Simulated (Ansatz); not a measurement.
# CH₉GaSi₂: one species, many methods

An exercise on one series of results from a longer session: the logs are not shown, and one member is left open.

Program: Ansatz 0.2.0, Gaussian basis. Level of theory: functionals in def2-TZVPP, the program's frozen cores in correlated methods. These are calculated values, not measurements.

Plan: PBE-D4, r2SCAN-D4, PBE0-D4, B3LYP-D4, ωB97X-V, ωB97M-V, B2PLYP; CCSD(T)/def2-TZVPP; MP2/def2-QZVPP; extrapolation to the limit.

## Structure used throughout

The geometry comes from an earlier relaxation with PBE0-D4 in a triple-zeta def2 set; it is a stationary point, not always the lowest conformer.

13 atoms, charge 0, spin multiplicity 1.

Atoms are counted from 1 here; the program's logs count them from 0.

Bond lengths: C1–Ga2 2.045 Å, C1–H5 1.096 Å, C1–H6 1.097 Å, C1–H7 1.096 Å, Si3–Si4 2.338 Å, Si3–H8 1.500 Å, Si3–H9 1.487 Å, Si3–H10 1.486 Å, Si4–H11 1.485 Å, Si4–H12 1.487 Å, Si4–H13 1.487 Å. Angles: Ga2–C1–H5 112.2°, Ga2–C1–H6 108.8°, Ga2–C1–H7 113.1°, H5–C1–H6 107.3°, H5–C1–H7 107.8°, H6–C1–H7 107.4°, Si4–Si3–H8 110.5°, Si4–Si3–H9 110.4°, Si4–Si3–H10 111.7°, H8–Si3–H9 107.2°, H8–Si3–H10 107.9°, H9–Si3–H10 109.0°, Si3–Si4–H11 110.8°, Si3–Si4–H12 109.6°, Si3–Si4–H13 109.6°, H11–Si4–H12 109.0°, H11–Si4–H13 109.0°, H12–Si4–H13 108.8°.

The first run:

in.yaml

```yaml
crystal:
  periodic: [false, false, false]
  atoms:
    - {symbol: C, position_ang: [-1.145623, 1.627882, -1.216051]}
    - {symbol: Ga, position_ang: [-2.155230, 1.927430, 0.536465]}
    - {symbol: Si, position_ang: [0.835456, -0.127523, 1.387941]}
    - {symbol: Si, position_ang: [0.726336, -1.960322, -0.059385]}
    - {symbol: H, position_ang: [-1.225740, 0.592971, -1.567875]}
    - {symbol: H, position_ang: [-1.582212, 2.270558, -1.990066]}
    - {symbol: H, position_ang: [-0.080430, 1.875669, -1.146558]}
    - {symbol: H, position_ang: [-0.537549, 0.417261, 1.648693]}
    - {symbol: H, position_ang: [1.402986, -0.535994, 2.700740]}
    - {symbol: H, position_ang: [1.663621, 0.969716, 0.822981]}
    - {symbol: H, position_ang: [0.163947, -1.562061, -1.375273]}
    - {symbol: H, position_ang: [-0.136008, -3.015100, 0.537088]}
    - {symbol: H, position_ang: [2.090746, -2.515387, -0.263999]}
basis:
  gaussian: {orbitals: def2-TZVPP}
hamiltonian: {xc: pbe, dispersion: d4}
output: {forces: true, orbitals: {seedname: orbitals}}
```

On the command line:

```sh
$ ansatz run in.yaml --threads 4 --pin off --events-out ev --progress --plain --max-ram 10444MiB
```

Among the steps run: PBE-D4 (GGA); r2SCAN-D4 (meta-GGA); PBE0-D4 (hybrid); B3LYP-D4 (hybrid); ωB97X-V (range-separated); ωB97M-V (range-separated); B2PLYP (double hybrid); CCSD(T) in def2-TZVPP; MP2 in def2-QZVPP.

One table of the session follows, with a row left open; its other results are not shown here.

```
            method  atomisation energy (kJ/mol)
            PBE-D4                       3788.5
         r2SCAN-D4                       3807.9
           PBE0-D4                       3775.9
          B3LYP-D4                       3821.8
           ωB97X-V                       3834.8
           ωB97M-V                       3811.3
            B2PLYP                       3758.8
     HF/def2-TZVPP                       2899.5
    MP2/def2-TZVPP                            ?
   CCSD/def2-TZVPP                       3707.4
CCSD(T)/def2-TZVPP                       3740.1
           MP2/CBS                       3782.8
       CCSD(T)/CBS                       3826.3
```

**Question.** Estimate the row for MP2/def2-TZVPP.

As computed: atomisation energy (kJ/mol): 3696.5. In the column «atomisation energy (kJ/mol)» it lies between HF/def2-TZVPP (2899.5) and CCSD/def2-TZVPP (3707.4).

Limits of these values: Free atoms (1 C, 1 Ga, 2 Si, 9 H) were run apart at each level; the atomisation energy is their sum less the molecule, without zero-point or spin-orbit terms.
